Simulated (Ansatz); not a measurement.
EuAgSb under changes of volume

One of the cells (27.031 Å³/atom); the others are scaled copies at fixed shape and fractional positions:

```
Eu Sb Ag
1.0
     4.75500    0.00000    0.00000
    -2.37750    4.11795    0.00000
     0.00000    0.00000    8.28300
Eu Sb Ag
2 2 2
Direct
  0.00000 0.00000 0.50000
  0.00000 0.00000 0.00000
  0.66667 0.33333 0.75000
  0.33333 0.66667 0.25000
  0.66667 0.33333 0.25000
  0.33333 0.66667 0.75000
```

- Program: Ansatz 0.2.0
- Functional: PBEsol
- Potentials or basis: Ansatz PAW
- Cutoff: 420 eV (not typed: the program's choice for these potentials)
- k mesh: 7 × 7 × 4
- Occupations: fermi-dirac, width 0.05 eV
- Spin: collinear spin, ferromagnetic start
- Starting moments: [7.0, 7.0, 0.0, 0.0, 0.0, 0.0] μB

```csv
volume (Å³/atom),energy over the lowest point (meV/atom),pressure (GPa)
25.409,0.14,0.7
25.950,0.00,-0.6
26.491,?,?
27.031,11.29,-2.7
27.572,21.85,-3.6
28.113,35.14,-4.3
28.653,50.86,-5.0
```

**Question.** What does the run at 26.491 Å³/atom give?

**Answer.** Energy over the lowest point 3.88 meV/atom; pressure -1.7 GPa.

Worked out: A Birch-Murnaghan fit of order 3 (a polynomial in V^(-2/3)) to the other rows has its minimum at 25.69 Å³/atom with B0 = V·E''(V) = 60 GPa and B' = 4.9 at fixed shape and positions, which overstates the stiffness. It gives 3.88 meV/atom at 26.491 Å³/atom, against the run's 3.88, and -dE/dV = -1.7 GPa, against -1.7.

Energies are extrapolated to zero smearing.

Caveats: without U or exact exchange the open f shell lies at the Fermi level, which spoils levels, moments and volumes; the PAW data sets come from PBE, with cores solved anew for the run's functional, which leaves a small shift of forces and pressure.
